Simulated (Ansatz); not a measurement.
**TaVN2 under changes of volume**

One of the cells (9.990 Å³/atom); the others are scaled copies at fixed shape and fractional positions:

```
Ta V N
1.0
     3.04987    0.00000    0.00000
     0.00000    3.04987    0.00000
     0.00000    0.00000    4.29606
Ta V N
1 1 2
Direct
  0.00000 0.00000 0.00000
  0.50000 0.50000 0.50000
  0.50000 0.50000 0.00000
  0.00000 0.00000 0.50000
```

The cell comes from a database or a generator and needn't be the stable form of this composition.

- Program: Ansatz 0.2.0
- Functional: LDA
- Potentials or basis: Ansatz PAW
- Cutoff: 420 eV (not typed: the program's choice for these potentials)
- k mesh: 9 × 9 × 6
- Occupations: fermi-dirac, width 0.05 eV
- Spin: collinear spin, ferromagnetic start
- Starting moments: [0.0, 2.0, 0.0, 0.0] μB

| volume (Å³/atom) | energy over the lowest point (meV/atom) | pressure (GPa) | moment (μB per cell) |
| --- | --- | --- | --- |
| 9.391 | 0.00 | 0.6 | 0.00 |
| 9.591 | 4.05 | -6.8 | 0.00 |
| 9.790 | 16.84 | -13.4 | 0.00 |
| 9.990 | 37.46 | -19.3 | 0.17 |
| 10.190 | 64.77 | -24.4 | 0.43 |
| 10.390 | ? | ? | ? |
| 10.590 | 136.15 | -32.5 | 0.83 |

Q: What does the run at 10.390 Å³/atom give?

A: Energy over the lowest point 97.91 meV/atom; pressure -28.6 GPa; moment 0.68 μB per cell.

Worked out: A Birch-Murnaghan fit of order 3 (a polynomial in V^(-2/3)) to the other rows has its minimum at 9.41 Å³/atom with B0 = V·E''(V) = 379 GPa and B' = 5.5 at fixed shape and positions, which overstates the stiffness. It gives 97.93 meV/atom at 10.390 Å³/atom, against the run's 97.91, and -dE/dV = -28.7 GPa, against -28.6. A parabola through the other rows of the moment, of slope 1.25 μB per Å³/atom there, gives 0.58 μB, against the run's 0.68. The fit is too stiff a form for this range.

Energies are extrapolated to zero smearing.

Caveats: the PAW data sets come from PBE, with cores solved anew for the run's functional, which leaves a small shift of forces and pressure; the starting moments weren't kept (some runs).
